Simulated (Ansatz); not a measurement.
# GaP: the cost of one run

Computed with Ansatz 0.2.0 (DFT LDA, frozen-core PAW, scalar-relativistic unless said, unless a step's input says otherwise).

## Step 1: The structure to begin with

Symmetry: F-43m, No. 216, cubic system. The conventional cell has a = 5.451 Å, b = 5.451 Å, c = 5.451 Å, α = 90.00°, β = 90.00°, γ = 90.00°. Ga (site symmetry -43m) has 4 P at 2.36 Å as nearest neighbours. Around P (site symmetry -43m) lie 4 Ga at 2.36 Å.

As a file:

```
Ga P
1.0
     0.00000    2.72525    2.72525
     2.72525    0.00000    2.72525
     2.72525    2.72525    0.00000
Ga P
1 1
Direct
  0.00000 0.00000 0.00000
  0.75000 0.75000 0.75000
```

Cartesian axes are those of the input's lattice vectors. The structure goes back to a database entry.

## Step 2: Cell and atoms relaxed, PAW

The input, input.yaml:

```yaml
crystal:
  lattice:
    - [0.0, 2.72525, 2.72525]
    - [2.72525, 0.0, 2.72525]
    - [2.72525, 2.72525, 0.0]
  atoms:
    - { symbol: Ga, position: [0.0, 0.0, 0.0] }
    - { symbol: P, position: [0.75, 0.75, 0.75] }
kpoints:
  mp_grid: { grid: [12, 12, 12] }
scf:
  occupations: { method: fermi_dirac, width: 0.1 }
hamiltonian:
  xc: lda
  pseudopotentials: { kind: paw }
relax:
  f_tol: 0.002
  max_steps: 80
  cell: {}
output:
  forces: true
  stress: true
  write_density: true
  write_potential: true
  elf: true
  volumetric_format: npy
```

Command:

```
> ansatz run input.yaml --threads 2 --pin off --max-ram 5120MiB --backend cpu --events-out ev --progress --plain --runs-dir out
```

**Question.** How long does this run take on 2 threads of Intel Xeon Platinum 8488C (Sapphire Rapids), shared host, and how much memory does it need?

About 12 s, with a peak of 0.42 GiB.
